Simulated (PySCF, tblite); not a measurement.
# C5H15GeNS: geometry, infrared bands and NMR shifts

Aim: predict the infrared bands and NMR shifts of C5H15GeNS (`CCC[CH2][Ge@H]([NH2])[S]C`).

Programs: tblite 0.8.0 and PySCF 2.14.0, with density-fitted response routines of our own. Each step states its level of theory. These are calculated values for one molecule in the gas phase, unless marked as measured. Atoms are numbered from 0 throughout.

## (1) The starting structure

23 atoms, charge 0, multiplicity 1; geometry from: force field or distance geometry start.

Bonds of the start (Å): C0–C1 1.49, C1–C2 1.55, C2–C3 1.51, C3–Ge4 1.91, Ge4–N5 1.79, Ge4–S6 2.23, S6–C7 1.81, C0–H8 1.12, C0–H9 1.11, C0–H10 1.13, C1–H11 1.11, C1–H12 1.10, C2–H13 1.10, C2–H14 1.09, C3–H15 1.10, C3–H16 1.11, Ge4–H17 1.58, N5–H18 1.03, N5–H19 1.00, C7–H20 1.10, C7–H21 1.12, C7–H22 1.10.

## (2) Geometry optimisation with GFN2-xTB

Job settings and geometry (Å):

```
{"job": {"kind": "relax", "xc": "GFN2-xTB", "basis": "xTB"}, "charge": 0, "multiplicity": 1}
C     -3.673700     0.197000     0.236100
C     -2.444500     0.065800    -0.587300
C     -1.201700    -0.261100     0.287200
C     -0.080400    -0.348900    -0.714600
Ge     1.633700    -0.749800     0.017700
N      1.782600    -2.139000     1.130800
S      2.390400     1.079700     1.043400
C      3.558800     1.937800    -0.048700
H     -4.161300    -0.802000     0.352800
H     -3.422800     0.667400     1.209000
H     -4.424000     0.881000    -0.259700
H     -2.262300     1.041400    -1.074700
H     -2.529900    -0.691800    -1.377800
H     -1.030700     0.556700     0.998400
H     -1.400700    -1.218400     0.774800
H     -0.040400     0.636300    -1.204600
H     -0.367700    -1.122100    -1.456400
H      2.601400    -0.998300    -1.202300
H      2.643100    -2.247700     1.686700
H      1.048200    -2.800300     1.279000
H      4.484200     2.174800     0.490600
H      3.067800     2.877900    -0.398100
H      3.825000     1.290600    -0.899200
```

Run with:

```bash
$ OMP_NUM_THREADS=1 python probes_run.py task.json out
```

The driver reads the jobs from task.json and runs them one after another.

**Question.** This job is followed by: GFN2-xTB harmonic vibrations, gas phase; GIAO PBE0/pcSseg-1 NMR shielding, non-relativistic, gas phase. Predict these results of the whole session: strongest single infrared mode (GFN2-xTB); zero-point energy (GFN2-xTB); 13C shifts against TMS (PBE0/pcSseg-1); 1H shifts against TMS (PBE0/pcSseg-1, means over atoms taken as alike); 73Ge shifts against GeMe4 (PBE0/pcSseg-1); 15N shifts against NH3 (PBE0/pcSseg-1); 33S shifts against CS2 (PBE0/pcSseg-1).

**Answer**, as computed:

```
                                                              quantity                                                           value
                             strongest single infrared mode (GFN2-xTB)                                           1800 cm⁻¹, 499 km/mol
                                          zero-point energy (GFN2-xTB)                                                  119.3 kcal/mol
                                13C shifts against TMS (PBE0/pcSseg-1)                                31.9, 28.7, 21.7, 17.0, 13.2 ppm
1H shifts against TMS (PBE0/pcSseg-1, means over atoms taken as alike)  5.50, 1.94, 1.69, 1.36, 1.35, 1.11, 1.08, 1.05, 1.05, 0.44 ppm
                             73Ge shifts against GeMe4 (PBE0/pcSseg-1)                                                          44 ppm
                                15N shifts against NH3 (PBE0/pcSseg-1)                                                        15.6 ppm
                                33S shifts against CS2 (PBE0/pcSseg-1)                                                        -175 ppm
```

In words: The optimisation took 167 steps and gained 0.621 eV; among the close pairs (by a distance rule), C3–Ge4 changed most, from 1.907 to 2.000 Å. No mode is imaginary among the 63: a minimum at this level. The strongest single mode, at 1800 cm⁻¹, moves mainly H17. GFN2-xTB is a fitted tight-binding method: band positions and strengths are rough. Its intensities can rank the bands wrongly. At PBE0/pcSseg-1: The largest span, 282 ppm, is at S6, where the paramagnetic term is -381 ppm. Spin-orbit coupling is left out, which matters for shieldings and couplings at and beside the heavy atoms.
